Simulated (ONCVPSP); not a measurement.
# An ONCV potential for Ga, from input to tests

Do these settings give a usable potential? It is generated, then checked for transferability, scattering, ghosts and hardness.

Method: ONCVPSP 4.0.1.1 (patched build), PBE, scalar-relativistic.

## 1. Settings

The settings as typed:

| Item | Value |
| --- | --- |
| element | gallium (Ga, Z = 31) |
| type | optimised norm-conserving Vanderbilt (ONCV) |
| frozen core | [Ar] 3d10 |
| valence charge | 3 |
| reference configuration | 4s2 (charge +1) |
| partial waves | 4s: rc 2.05 bohr, ncon 4, nbas 8, qcut 3.3 1/bohr, 3 projectors, debl 2 Ha; p scattering state at 0.06 Ha: rc 1.65 bohr, ncon 4, nbas 7, qcut 4 1/bohr, local; d scattering state at 0.13 Ha: rc 1.65 bohr, ncon 4, nbas 7, qcut 5.2 1/bohr, 2 projectors, debl 3.9 Ha |
| local potential | the p channel |
| core correction | Teter function, fcfact 2.5, rcfact 1.8 |

## 2. Generation

The input, Ga.dat:

```
# ATOM AND REFERENCE CONFIGURATION
# atsym  z   nc   nv     iexc    psfile
  Ga 31.00    6    1        4      upf
#
#   n    l    f
    1    0    2.00
    2    0    2.00
    2    1    6.00
    3    0    2.00
    3    1    6.00
    3    2   10.00
    4    0    2.00
#
# PSEUDOPOTENTIAL AND OPTIMIZATION
# lmax
    2
#
#   l,   rc,      ep,       ncon, nbas, qcut
    0    2.05    0.00    4    8    3.30
    1    1.65    0.06    4    7    4.00
    2    1.65    0.13    4    7    5.20
#
# LOCAL POTENTIAL
# lloc, lpopt,  rc(5),   dvloc0
    1    5    1.65    0.00
#
# VANDERBILT-KLEINMAN-BYLANDER PROJECTORs
# l, nproj, debl
    0    3    2.00
    1    0    3.60
    2    2    3.90
#
# MODEL CORE CHARGE
# icmod, fcfact, rcfact
    3    2.50    1.80
#
# LOG DERIVATIVE ANALYSIS
# epsh1, epsh2, depsh
   -2.00    5.00    0.02
#
# OUTPUT GRID
# rlmax, drl
    6.00    0.01
#
# TEST CONFIGURATIONS
# ncnf
    4
# nvcnf
#   n    l    f
    2
    4    0    2.00
    4    1    1.00
#
    1
    4    0    1.00
#
    2
    4    0    2.00
    4    1    0.50
#
    2
    4    0    1.00
    4    1    2.00
#
```

The run is started by

```console
$ oncvpsp.x < Ga.dat > Ga.out
```

Before running it: what results should come out? Wanted: cutoffs for 1 and 0.1 mHa per electron, occupied waves; bound ghosts; GHOST(+) flags; largest test error; largest phase difference near zero energy, channels read; rms error of d²Exc/dn², without and with the model core; projector energies reset by the program.

**Answer**, as computed:

| quantity | value |
| --- | --- |
| cutoffs for 1 and 0.1 mHa per electron, occupied waves | 9.2 Ha and 37 Ha |
| bound ghosts | d at -59.81 eV |
| GHOST(+) flags | s at 228 eV |
| largest test error (AE − PS) | -181 meV, for 4s1 |
| largest phase difference near zero energy, channels read | 0.035 rad |
| rms error of d²Exc/dn², without and with the model core | 16.43 and 4.41 mHa |
| projector energies reset by the program | p: 0.050 Ha |

In words: It has a bound ghost (d), a state that the atom doesn't have, and that rules the file out. By total energies transferability is poor: the largest error is 181 meV on 21.1 eV, for 4s1. The potential is soft on the atom at that tolerance: the looser tolerance needs 9.2 Ha. The tighter tolerance needs 37 Ha, and converged work needs a cutoff nearer that. That counts occupied waves only; other projectors can need more. Of the channels read, d scatters worst near zero energy, by up to 0.03 rad. In the d channel the atom's pole at -0.81 Ha sits lower, at -1.68 Ha, in the pseudo curve. The program also flags highly localised states, GHOST(+) (s). All of this concerns the isolated atom, not yet a solid.
